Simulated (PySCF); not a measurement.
# C3H8O2Si: the cost of one run

Computed with PySCF 2.14.0, with density-fitted response routines of our own, on a single molecule in the gas phase. Atoms are numbered from 0 throughout.

### 1 The starting structure

14 atoms, charge 0, multiplicity 1; geometry from: PBE0-D3(BJ)/def2-SVP.

Bonds of the start (Å): C0–O1 1.42, O1–C2 1.34, C2–O3 1.20, C2–C4 1.50, C4–Si5 1.90, C0–H6 1.10, C0–H7 1.10, C0–H8 1.10, C4–H9 1.10, C4–H10 1.10, Si5–H11 1.49, Si5–H12 1.49, Si5–H13 1.49.

### 2 Nuclear shieldings: PBE0/6-31G*

Job settings and geometry (Å):

```
{"job": {"kind": "nmr", "xc": "PBE0", "basis": "6-31G*", "pop": true}, "charge": 0, "multiplicity": 1}
C      2.399377     0.424891     0.247974
O      1.060423     0.405405     0.708205
C      0.378980    -0.728347     0.478032
O      0.855956    -1.679628    -0.081970
C     -1.030257    -0.619934     0.971772
Si    -2.127913     0.454287    -0.144661
H      2.439687     0.322491    -0.846900
H      2.816422     1.392198     0.551652
H      2.979532    -0.397276     0.692003
H     -1.042967    -0.160166     1.972131
H     -1.457899    -1.630383     1.027393
H     -2.070696    -0.046425    -1.549846
H     -1.674672     1.875021    -0.106896
H     -3.534406     0.373358     0.351754
```

Method: GIAO PBE0/6-31G* NMR shielding, non-relativistic, gas phase.

Command:

```sh
OMP_NUM_THREADS=1 python probes_run.py task.json out
```

This one command runs all jobs of the session in turn.

**Question.** How long does this first job take on 1 thread of Arm Neoverse V1, shared host, and how much memory does it need?

About 11 s, with a peak of 0.6 GiB.
